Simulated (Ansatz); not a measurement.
# Sr2Ta: the cost of one run

Method: DFT PBE, scalar-relativistic, plane waves, PAW, in Ansatz 0.2.0.

### Step 1. The starting structure

It takes space group P6/mmm (No. 191, hexagonal). The conventional cell has a = 6.217 Å, b = 6.217 Å, c = 3.811 Å, α = 90.00°, β = 90.00°, γ = 120.00°. Sr (site symmetry -6m2) is surrounded by 5 Sr at 3.59 to 3.81 Å and 6 Ta at 4.06 Å. Ta (site symmetry 6/mmm) is surrounded by 2 Ta at 3.81 Å and 12 Sr at 4.06 Å.

Coordinates:

```cif
data_structure
_symmetry_space_group_name_H-M 'P6/mmm'
_symmetry_Int_Tables_number 191
_cell_length_a 6.2168
_cell_length_b 6.2168
_cell_length_c 3.8109
_cell_angle_alpha 90.000
_cell_angle_beta 90.000
_cell_angle_gamma 120.000
_cell_volume 127.55
loop_
_atom_site_label
_atom_site_type_symbol
_atom_site_symmetry_multiplicity
_atom_site_Wyckoff_symbol
_atom_site_fract_x
_atom_site_fract_y
_atom_site_fract_z
_atom_site_occupancy
Sr1 Sr 2 d 0.33333 0.66667 0.50000 1
Ta1 Ta 1 a 0.00000 0.00000 0.00000 1
```

A structure generator made this guess: ordered superstructure of omega (P6/mmm, No. 191). Its size is a rough estimate.

### Step 2. A first look at the guess

The input, input.yaml:

```yaml
crystal:
  lattice:
    - [6.21682324, 0.0, 0.0]
    - [-3.10841162, 5.38392686, 0.0]
    - [0.0, 0.0, 3.81091265]
  atoms:
    - { symbol: Sr, position: [0.33333333, 0.66666667, 0.5] }
    - { symbol: Sr, position: [0.66666667, 0.33333333, 0.5] }
    - { symbol: Ta, position: [0.0, 0.0, 0.0] }
basis:
  ecutwfc: 420
kpoints:
  mp_grid: { grid: [3, 3, 4] }
hamiltonian:
  xc: pbe
scf:
  occupations: { method: gaussian, width: 0.1 }
  lower_state_search: "off"
output:
  forces: true
  stress: true
  eigenvalues: true
```

The run is started by

```
> ansatz run input.yaml --threads 1 --pin off --max-ram 2048MiB --backend cpu --events-out ev --progress --plain --runs-dir out
```

Q: Estimate wall time and peak memory on 1 thread of Intel Xeon Platinum 8488C (Sapphire Rapids), shared host.

About 1 s, with a peak of 0.4 GiB.
